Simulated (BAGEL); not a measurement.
# CH4GeN2 (SMILES N#[C][GeH2][NH2]): HF/STO-3G (density fitting with qzvpp-jkfit)

What is the electronic atomisation energy of CH4GeN2 at HF/STO-3G (density fitting with qzvpp-jkfit)? 

The calculation is run with BAGEL 1.2.2.

21 further runs of the same task are left out: 3 that didn't finish, 18 set aside as unsound or not needed.

**1. The system as given**

CH4GeN2 has 8 atoms, charge 0, and is taken as a singlet. As SMILES, `N#[C][GeH2][NH2]`. The shape comes from GFN2-xTB, which is rough for such elements, and wasn't checked as a minimum. This is one conformer, not always the lowest.

Bond lengths: N1–C2 1.144 Å, C2–Ge3 1.916 Å, Ge3–N4 1.801 Å, Ge3–H5 1.513 Å, Ge3–H6 1.496 Å, N4–H7 1.011 Å, N4–H8 1.010 Å. Angles: N1–C2–Ge3 178.4°, C2–Ge3–N4 105.3°, C2–Ge3–H5 105.9°, C2–Ge3–H6 109.1°, N4–Ge3–H5 117.5°, N4–Ge3–H6 107.4°, Ge3–N4–H7 117.8°, Ge3–N4–H8 117.6°, H5–Ge3–H6 111.3°, H7–N4–H8 108.8°.

**2. A single-point energy at HF/STO-3G (density fitting with qzvpp-jkfit)**

The input, job.json:

```json
{ "bagel" : [

{
  "title" : "molecule",
  "basis" : "sto-3g",
  "df_basis" : "qzvpp-jkfit",
  "angstrom" : true,
  "geometry" : [
    { "atom" : "N", "xyz" : [    2.044500,   -1.129510,    1.660390 ] },
    { "atom" : "C", "xyz" : [    1.330610,   -0.491770,    1.033100 ] },
    { "atom" : "Ge", "xyz" : [    0.176480,    0.603390,   -0.034910 ] },
    { "atom" : "N", "xyz" : [   -1.219540,   -0.451350,   -0.461620 ] },
    { "atom" : "H", "xyz" : [    1.031930,    1.122450,   -1.169470 ] },
    { "atom" : "H", "xyz" : [   -0.349150,    1.723630,    0.805240 ] },
    { "atom" : "H", "xyz" : [   -1.021070,   -1.349670,   -0.880310 ] },
    { "atom" : "H", "xyz" : [   -1.993760,   -0.027160,   -0.952440 ] }
  ]
},
{
  "title" : "hf"
},
{
  "title" : "print",
  "file" : "orbitals.molden",
  "orbitals" : true
}

]}
```

Command:

```bash
$ BAGEL_NUM_THREADS=1 BAGEL job.json > job.out
```

The program printed:

```text
* using 1 threads per process

  ===============================================================
  ===============================================================

  *** Geometry ***

  { "atom" : "N", "xyz" : [      3.863545,     -2.134465,      3.137682 ] },
  { "atom" : "C", "xyz" : [      2.514488,     -0.929311,      1.952276 ] },
  { "atom" : "Ge", "xyz" : [      0.333499,      1.140242,     -0.065970 ] },
  { "atom" : "N", "xyz" : [     -2.304597,     -0.852928,     -0.872335 ] },
  { "atom" : "H", "xyz" : [      1.950065,      2.121123,     -2.209978 ] },
  { "atom" : "H", "xyz" : [     -0.659798,      3.257189,      1.521683 ] },
  { "atom" : "H", "xyz" : [     -1.929543,     -2.550507,     -1.663545 ] },
  { "atom" : "H", "xyz" : [     -3.767660,     -0.051325,     -1.799851 ] },

  Number of auxiliary basis functions:      567

  Since a DF basis is specified, we compute 2- and 3-index integrals:
    o Being stored without compression. Storage requirement is 0.006 GB

  Number of basis functions:       37
  Number of electrons      :       56

    * METHOD: MOLECULE                             0.30

  *** RHF ***

  === Nuclear Repulsion ===
   246.4305963908

      * DIIS with orbital gradients will be used.

  === RHF iteration (sto-3g) ===
      0      -2198.87165138          0.01863654           0.05
      1      -2198.91448859          0.01600528           0.05
      2      -2198.98447217          0.00133415           0.05
      3      -2198.98559943          0.00036119           0.05
      4      -2198.98571626          0.00007091           0.05
      5      -2198.98572075          0.00001020           0.05
      6      -2198.98572089          0.00000317           0.05
      7      -2198.98572090          0.00000145           0.05
      8      -2198.98572090          0.00000068           0.05
      9      -2198.98572090          0.00000026           0.05
     10      -2198.98572090          0.00000008           0.05
     11      -2198.98572090          0.00000003           0.05
     12      -2198.98572090          0.00000001           0.05
    * SCF iteration converged.

    * Permanent dipole moment:
           (    0.736410,    -0.827812,     1.207270) a.u.

    * METHOD: HF                                   0.77

    * METHOD: PRINT                                0.00

  ===============================================================
```

It took 1.2 s on 1 thread of Arm Neoverse V2, shared host.

**3. The C atom, same level**

The input, job.json:

```json
{ "bagel": [

{
  "title": "molecule",
  "basis": "sto-3g",
  "df_basis": "qzvpp-jkfit",
  "angstrom": true,
  "geometry": [
    { "atom": "C", "xyz": [       0.000000,       0.000000,       0.000000 ] }
  ]
},

{ "title": "uhf", "nopen": 2 },

{ "title": "print", "file": "orbitals.molden", "orbitals": true }

]}
```

Run the same way, it converges to -37.19852 Eh (log not shown).

**4. The Ge atom, same level**

The input, hf.json:

```json
{ "bagel" : [

{
  "title" : "molecule",
  "basis" : "sto-3g",
  "df_basis" : "qzvpp-jkfit",
  "angstrom" : true,
  "geometry" : [
    { "atom" : "Ge", "xyz" : [    0.000000,    0.000000,    0.000000 ] }
  ]
},
{
  "title" : "uhf",
  "nopen" : 2
},
{
  "title" : "print",
  "file" : "orbitals.molden",
  "orbitals" : true
}

]}
```

Run the same way, it converges to -2051.63677 Eh (log not shown).

**5. The H atom, same level**

The input, input.json:

```json
{ "bagel": [

{
  "title": "molecule",
  "basis": "sto-3g",
  "df_basis": "qzvpp-jkfit",
  "angstrom": true,
  "geometry": [
    { "atom": "H", "xyz": [       0.000000,       0.000000,       0.000000 ] }
  ]
},

{
  "title": "uhf",
  "nopen": 1
},

{
  "title": "print",
  "file": "orbitals.molden",
  "orbitals": true
}

]}
```

Run the same way, it converges to -0.46658 Eh (log not shown).

**6. The N atom, same level**

The input, input.json:

```json
{ "bagel": [

{
  "title": "molecule",
  "basis": "sto-3g",
  "df_basis": "qzvpp-jkfit",
  "angstrom": "true",
  "geometry": [
    { "atom": "N", "xyz": [       0.000000,       0.000000,       0.000000 ] }
  ]
},

{ "title": "uhf", "nopen": 3 },

{ "title": "print", "file": "orbitals.molden", "orbitals": "true" }

]}
```

Run the same way, it converges to -53.71912 Eh (log not shown).

**7. Results**

Level: HF/STO-3G (density fitting with qzvpp-jkfit).

```
                     quantity           value
       molecule: total energy  -2198.98572 Eh
      molecule: dipole moment          4.16 D
        molecule: HOMO energy        -8.89 eV
        molecule: LUMO energy         9.34 eV
      molecule: HOMO–LUMO gap        18.22 eV
         C atom: total energy    -37.19852 Eh
        C atom: dipole moment          0.00 D
                 C atom: ⟨S²⟩           2.000
        Ge atom: total energy  -2051.63677 Eh
       Ge atom: dipole moment          0.00 D
                Ge atom: ⟨S²⟩           2.000
         H atom: total energy     -0.46658 Eh
        H atom: dipole moment          0.00 D
                 H atom: ⟨S²⟩           0.750
         N atom: total energy    -53.71912 Eh
        N atom: dipole moment          0.00 D
                 N atom: ⟨S²⟩           3.750
electronic atomisation energy       23.017 eV
```

Taking the molecule apart into free atoms costs 23.02 eV (2221 kJ/mol), before zero-point energy and without spin-orbit coupling. Hartree–Fock lacks the correlation of the bonding pairs, which as a rule makes this value much too low; in minimal bases other errors can mask that. In a minimal basis such a difference can be off by several eV, whatever the method.
